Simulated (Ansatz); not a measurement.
# C4H15N3OSi: the cost of one run

Method: RKS BLYP/STO-3G, in Ansatz 0.2.0.

### 1 The starting structure

Bond lengths (14 of 23 bonds, heavy atoms first): Si1–N2 1.820 Å, Si1–O5 1.680 Å, Si1–N7 1.819 Å, N7–C8 1.470 Å, N7–C12 1.470 Å, Si1–N16 1.819 Å, N16–C17 1.470 Å, N16–C21 1.470 Å, N2–H3 1.060 Å, N2–H4 1.060 Å, O5–H6 1.010 Å, C8–H9 1.110 Å, C8–H10 1.110 Å, C8–H11 1.110 Å. Angles (14 of 40 angles, heavy atoms first): N2–Si1–O5 109.4°, N2–Si1–N7 109.5°, N2–Si1–N16 109.5°, O5–Si1–N7 109.5°, O5–Si1–N16 109.5°, N7–Si1–N16 109.5°, Si1–N7–C8 120.0°, Si1–N7–C12 120.0°, C8–N7–C12 120.0°, Si1–N16–C17 120.0°, Si1–N16–C21 120.0°, C17–N16–C21 120.0°, Si1–N2–H3 120.0°, Si1–N2–H4 120.0°.

As a file:

```xyz
24

Si    0.0000    0.0000    0.0000
N     0.0000    0.0000    1.8200
H    -0.8770   -0.2713    2.3500
H     0.8770    0.2713    2.3500
O     1.5842    0.0000   -0.5594
H     1.9006   -0.9521   -0.6761
N    -0.8572    1.4851   -0.6061
C    -2.2719    1.4087   -0.9981
H    -2.8245    0.7784   -0.2704
H    -2.7088    2.4290   -1.0098
H    -2.3521    0.9607   -2.0106
C    -0.1354    2.7620   -0.7039
H    -0.2436    3.1711   -1.7300
H    -0.5567    3.4827    0.0276
H     0.9399    2.5975   -0.4831
N    -0.8572   -1.4851   -0.6061
C    -1.5991   -2.3398    0.3320
H    -1.2218   -2.1735    1.3626
H    -2.6791   -2.0872    0.2887
H    -1.4574   -3.4051    0.0541
C    -0.8082   -1.8308   -2.0340
H    -1.6103   -1.2865   -2.5747
H     0.1794   -1.5432   -2.4511
H    -0.9565   -2.9241   -2.1559
```

### 2 Preparing the start

Input file input.yaml:

```yaml
crystal:
  periodic: [false, false, false]
  atoms:
    - { symbol: Si, position_ang: [0.0, 0.0, 0.0] }
    - { symbol: "N", position_ang: [0.0, 0.0, 1.82] }
    - { symbol: H, position_ang: [-0.877, -0.2713, 2.35] }
    - { symbol: H, position_ang: [0.877, 0.2713, 2.35] }
    - { symbol: O, position_ang: [1.5842, 0.0, -0.5594] }
    - { symbol: H, position_ang: [1.9006, -0.9521, -0.6761] }
    - { symbol: "N", position_ang: [-0.8572, 1.4851, -0.6061] }
    - { symbol: C, position_ang: [-2.2719, 1.4087, -0.9981] }
    - { symbol: H, position_ang: [-2.8245, 0.7784, -0.2704] }
    - { symbol: H, position_ang: [-2.7088, 2.429, -1.0098] }
    - { symbol: H, position_ang: [-2.3521, 0.9607, -2.0106] }
    - { symbol: C, position_ang: [-0.1354, 2.762, -0.7039] }
    - { symbol: H, position_ang: [-0.2436, 3.1711, -1.73] }
    - { symbol: H, position_ang: [-0.5567, 3.4827, 0.0276] }
    - { symbol: H, position_ang: [0.9399, 2.5975, -0.4831] }
    - { symbol: "N", position_ang: [-0.8572, -1.4851, -0.6061] }
    - { symbol: C, position_ang: [-1.5991, -2.3398, 0.332] }
    - { symbol: H, position_ang: [-1.2218, -2.1735, 1.3626] }
    - { symbol: H, position_ang: [-2.6791, -2.0872, 0.2887] }
    - { symbol: H, position_ang: [-1.4574, -3.4051, 0.0541] }
    - { symbol: C, position_ang: [-0.8082, -1.8308, -2.034] }
    - { symbol: H, position_ang: [-1.6103, -1.2865, -2.5747] }
    - { symbol: H, position_ang: [0.1794, -1.5432, -2.4511] }
    - { symbol: H, position_ang: [-0.9565, -2.9241, -2.1559] }
basis:
  gaussian: { orbitals: STO-3G }
hamiltonian:
  xc: blyp
relax:
  f_tol: 0.02
  max_steps: 40
```

Launch:

```sh
> ansatz run input.yaml --threads 1 --pin off --max-ram 2048MiB --backend cpu --events-out ev --progress --plain --runs-dir out
```

What time and memory should one allow on 1 thread of Intel Xeon Platinum 8375C at 2.90GHz (Ice Lake), shared host?

About 3.2 min, with a peak of 0.2 GiB.
